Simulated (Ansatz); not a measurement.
**EuI3 under changes of volume**

One of the cells (25.286 Å³/atom); the others are scaled copies at fixed shape and fractional positions:

```
Eu I
1.0
     0.00000    3.69804    3.69804
     3.69804    0.00000    3.69804
     3.69804    3.69804    0.00000
Eu I
1 3
Direct
  0.00000 0.00000 0.00000
  0.50000 0.50000 0.50000
  0.25000 0.25000 0.25000
  0.75000 0.75000 0.75000
```

The cell comes from a database or a generator and needn't be the stable form of this composition.

* Program: Ansatz 0.2.0
* Functional: PBE
* Potentials or basis: Ansatz PAW
* Cutoff: 420 eV (not typed: the program's choice for these potentials)
* k mesh: 6 × 6 × 6
* Occupations: fermi-dirac, width 0.05 eV
* Spin: collinear spin, ferromagnetic start
* Starting moments: [7.0, 0.0, 0.0, 0.0] μB

```tsv
volume (Å³/atom)	energy over the lowest point (meV/atom)	pressure (GPa)
23.769	400.56	28.3
24.275	315.61	25.6
24.781	238.84	23.1
25.286	169.52	20.9
25.792	106.99	18.8
26.298	?	?
26.804	0.00	15.2
```

Problem. What does the run at 26.298 Å³/atom give?

Solution. Energy over the lowest point 50.67 meV/atom; pressure 17.0 GPa.

Worked out: A Birch-Murnaghan fit of order 3 (a polynomial in V^(-2/3)) to the other rows has no minimum within the range. It gives 50.62 meV/atom at 26.298 Å³/atom, against the run's 50.67, and -dE/dV = 16.9 GPa, against 17.0.

Energies are extrapolated to zero smearing.

Caveats: without U or exact exchange the open f shell lies at the Fermi level, which spoils levels, moments and volumes.
